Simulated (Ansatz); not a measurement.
# C2H5FOSe: one species, many methods

One table from this session's results is given with a row withheld; the runs are named, their logs left out.

Program: Ansatz 0.2.0, Gaussian basis. Level of theory: functionals in def2-TZVPP, the program's frozen cores in correlated methods. These are calculated values, not measurements.

Plan: PBE-D4, r2SCAN-D4, PBE0-D4, B3LYP-D4, ωB97X-V, ωB97M-V, B2PLYP; CCSD(T)/def2-TZVPP; MP2/def2-QZVPP; extrapolation to the limit.

### Structure used throughout

All runs share one geometry, relaxed beforehand with PBE0-D4 in a triple-zeta def2 set.

SMILES `COC(F)[SeH]`, 10 atoms, charge 0, spin multiplicity 1.

Atoms are counted from 1 here; the program's logs count them from 0.

Bond lengths: C1–O2 1.421 Å, C1–H6 1.088 Å, C1–H7 1.093 Å, C1–H8 1.096 Å, O2–C3 1.356 Å, C3–F4 1.377 Å, C3–Se5 1.961 Å, C3–H9 1.096 Å, Se5–H10 1.468 Å. Angles: O2–C1–H6 106.5°, O2–C1–H7 111.1°, O2–C1–H8 110.8°, H6–C1–H7 109.6°, H6–C1–H8 109.4°, H7–C1–H8 109.5°, C1–O2–C3 113.5°, O2–C3–F4 111.2°, O2–C3–Se5 110.2°, O2–C3–H9 112.3°, F4–C3–Se5 105.7°, F4–C3–H9 106.4°, Se5–C3–H9 110.8°, C3–Se5–H10 92.8°.

Set-up of the first run:

Input file in.yaml:

```yaml
crystal:
  periodic: [false, false, false]
  atoms:
    - {symbol: C, position_ang: [-0.757188, 0.225056, 1.245179]}
    - {symbol: O, position_ang: [-0.413372, 0.507272, -0.104118]}
    - {symbol: C, position_ang: [0.350152, -0.453462, -0.680509]}
    - {symbol: F, position_ang: [-0.388248, -1.585250, -0.944792]}
    - {symbol: Se, position_ang: [1.015431, 0.163365, -2.418587]}
    - {symbol: H, position_ang: [-1.283041, 1.100922, 1.620018]}
    - {symbol: H, position_ang: [-1.409554, -0.648959, 1.309749]}
    - {symbol: H, position_ang: [0.142440, 0.054919, 1.847915]}
    - {symbol: H, position_ang: [1.179615, -0.768300, -0.036200]}
    - {symbol: H, position_ang: [1.646865, 1.353238, -1.835755]}
basis:
  gaussian: {orbitals: def2-TZVPP}
hamiltonian: {xc: pbe, dispersion: d4}
output: {forces: true, orbitals: {seedname: orbitals}}
```

Run with:

```bash
$ ansatz run in.yaml --threads 4 --pin off --events-out ev --progress --plain --max-ram 10444MiB
```

Steps of the session up to this table: PBE-D4 (GGA); r2SCAN-D4 (meta-GGA); PBE0-D4 (hybrid); B3LYP-D4 (hybrid); ωB97X-V (range-separated); ωB97M-V (range-separated); B2PLYP (double hybrid); CCSD(T) in def2-TZVPP; MP2 in def2-QZVPP.

One of the session's tables, all rows but one given; the rest of the session is left out.

| method | atomisation energy (kJ/mol) |
| --- | --- |
| PBE-D4 | 3676.7 |
| r2SCAN-D4 | 3581.4 |
| PBE0-D4 | 3574.8 |
| B3LYP-D4 | 3557.8 |
| ωB97X-V | 3576.5 |
| ωB97M-V | 3569.1 |
| B2PLYP | 3521.0 |
| HF/def2-TZVPP | 2452.4 |
| MP2/def2-TZVPP | ? |
| CCSD/def2-TZVPP | 3406.7 |
| CCSD(T)/def2-TZVPP | 3472.4 |
| MP2/CBS | 3646.2 |
| CCSD(T)/CBS | 3571.6 |

**Question.** Estimate the row for MP2/def2-TZVPP.

As computed: atomisation energy (kJ/mol): 3547.1. In the column «atomisation energy (kJ/mol)» it lies between B2PLYP (3521.0) and B3LYP-D4 (3557.8).
